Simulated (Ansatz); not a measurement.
# BGeH₅S (SMILES S[BH][GeH3]): functionals against CCSD(T) at one geometry

One table from this session's results is given with a row withheld; the runs are named, their logs left out.

Method: single points in def2-TZVPP; program: Ansatz 0.2.0, Gaussian basis.

Cores are frozen in the correlated methods. Filled d shells of the heavier atoms are correlated.

## Where the work starts

SMILES `S[BH][GeH3]`, 8 atoms, charge 0, spin multiplicity 1.

Atoms are counted from 1 here; the program's logs count them from 0.

Bond lengths: S1–B2 1.739 Å, S1–H4 1.315 Å, B2–Ge3 1.924 Å, B2–H5 1.268 Å, Ge3–H7 1.250 Å. Angles: B2–S1–H4 104.4°, S1–B2–Ge3 129.5°, S1–B2–H5 93.9°, Ge3–B2–H5 129.1°, B2–Ge3–H7 127.2°.

Geometry (Å):

```
S    -1.1072    0.2236   -1.9371
B     0.3102   -0.0199   -0.9597
Ge    0.5064    0.0580    0.9524
H    -1.9646    0.8063   -1.1285
H     0.8504   -0.8144   -1.7879
H    -0.8023    0.9522    1.4672
H     1.4891    0.4875    1.5937
H     0.2581   -1.4321    1.7704
```

The first run:

Input file run/in.yaml:

```yaml
crystal:
  periodic: [false, false, false]
  atoms:
    - {symbol: S, position_ang: [-1.107200, 0.223600, -1.937100]}
    - {symbol: B, position_ang: [0.310200, -0.019900, -0.959700]}
    - {symbol: Ge, position_ang: [0.506400, 0.058000, 0.952400]}
    - {symbol: H, position_ang: [-1.964600, 0.806300, -1.128500]}
    - {symbol: H, position_ang: [0.850400, -0.814400, -1.787900]}
    - {symbol: H, position_ang: [-0.802300, 0.952200, 1.467200]}
    - {symbol: H, position_ang: [1.489100, 0.487500, 1.593700]}
    - {symbol: H, position_ang: [0.258100, -1.432100, 1.770400]}
basis:
  gaussian: {orbitals: def2-TZVPP}
correlation: {method: ccsd_t}
output: {forces: true}
```

The command line of these runs was not kept.

Steps of the session up to this table: CCSD(T)/def2-TZVPP; PBE0-D4/def2-TZVPP; wB97M-V/def2-TZVPP; r2SCAN-D4/def2-TZVPP; PBE-D4/def2-TZVPP; wB97X-V/def2-TZVPP; r2SCANh-D4/def2-TZVPP.

One of the session's tables, all rows but one given; the rest of the session is left out.

| method | RMS force component (eV/Å) | angle to CCSD(T) forces (°) | dipole (D) |
| --- | --- | --- | --- |
| CCSD(T) | 2.881 | reference | 0.78 |
| PBE0-D4 | 2.895 | 2.2 | 0.71 |
| wB97M-V | ? | ? | ? |
| r2SCAN-D4 | 2.851 | 2.2 | 0.69 |
| PBE-D4 | 2.849 | 4.4 | 0.68 |
| wB97X-V | 2.927 | 1.2 | 0.78 |
| r2SCANh-D4 | 2.867 | 1.8 | 0.70 |

Estimate the missing values for wB97M-V.

The run gave: RMS force component (eV/Å): 2.895; angle to CCSD(T) forces (°): 1.4; dipole (D): 0.79.
